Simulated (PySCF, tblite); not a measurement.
# C8H10Si: geometry, infrared bands and NMR shifts

What infrared bands and NMR shifts should C8H10Si (`C#C/C=C(\C#C)[SiH](C)C`) show?

Computed with tblite 0.8.0 and PySCF 2.14.0, with density-fitted response routines of our own, on a single molecule in the gas phase. Atoms are numbered from 0 throughout.

### 1 Starting geometry

19 atoms, charge 0, multiplicity 1; geometry from: force field or distance geometry start.

Bonds of the start (Å): C0–C1 1.21, C1–C2 1.41, C2–C3 1.34, C3–C4 1.44, C4–C5 1.19, C3–Si6 1.86, Si6–C7 1.87, Si6–C8 1.86, C0–H9 1.05, C2–H10 1.10, C5–H11 1.07, Si6–H12 1.48, C7–H13 1.09, C7–H14 1.09, C7–H15 1.10, C8–H16 1.09, C8–H17 1.10, C8–H18 1.09.

### 2 Relaxing the molecule with GFN2-xTB

The job: settings as JSON, then the geometry in Å.

```
{"job": {"kind": "relax", "xc": "GFN2-xTB", "basis": "xTB"}, "charge": 0, "multiplicity": 1}
C      3.901500     1.157100    -1.163200
C      2.693900     1.177700    -1.050000
C      1.290900     1.193600    -0.897300
C      0.580600     0.271200    -0.241100
C      1.189900    -0.857000     0.417400
C      1.706100    -1.795100     0.945800
Si    -1.275800     0.329300    -0.073000
C     -1.779200     0.481200     1.718900
C     -2.062200    -1.161800    -0.864200
H      4.948200     1.141600    -1.262700
H      0.771100     2.032000    -1.377100
H      2.177900    -2.627000     1.424400
H     -1.761200     1.539900    -0.775100
H     -1.331800     1.359900     2.174300
H     -1.477800    -0.392300     2.291900
H     -2.875000     0.568600     1.814200
H     -1.763400    -2.080400    -0.362000
H     -3.159500    -1.096700    -0.815200
H     -1.784000    -1.232400    -1.913400
```

Launch:

```sh
> OMP_NUM_THREADS=1 python probes_run.py task.json out
```

The driver reads the jobs from task.json and runs them one after another.

**Question.** This job is followed by: GFN2-xTB harmonic vibrations, gas phase; GIAO PBE0/pcSseg-1 NMR shielding, non-relativistic, gas phase. Predict these results of the whole session: strongest single infrared mode (GFN2-xTB); zero-point energy (GFN2-xTB); 13C shifts against TMS (PBE0/pcSseg-1, means over atoms taken as alike); 1H shifts against TMS (PBE0/pcSseg-1, means over atoms taken as alike); 29Si shifts against TMS (PBE0/pcSseg-1).

As calculated:

```
                                                               quantity                                            value
                              strongest single infrared mode (GFN2-xTB)                            2163 cm⁻¹, 348 km/mol
                                           zero-point energy (GFN2-xTB)                                    88.3 kcal/mol
13C shifts against TMS (PBE0/pcSseg-1, means over atoms taken as alike)  145.5, 137.4, 103.4, 98.9, 86.7, 86.1, -3.0 ppm
 1H shifts against TMS (PBE0/pcSseg-1, means over atoms taken as alike)                 6.45, 4.55, 3.70, 3.38, 0.27 ppm
                                29Si shifts against TMS (PBE0/pcSseg-1)                                        -11.6 ppm
```

Over 46 steps the energy fell by 0.117 eV; of the close pairs, Si6–C8 changed most, 1.862 to 1.901 Å. No mode is imaginary among the 51: a minimum at this level. The strongest single mode, at 2163 cm⁻¹, moves mainly H12. Unscaled tight-binding wavenumbers are off by several per cent, some by more. Its intensities can rank the bands wrongly. H10 (hydrogen on an alkene CH) lies farthest downfield among hydrogen, at 6.45 ppm; a vinylic proton, deshielded by the sp2 carbon and the C=C anisotropy.
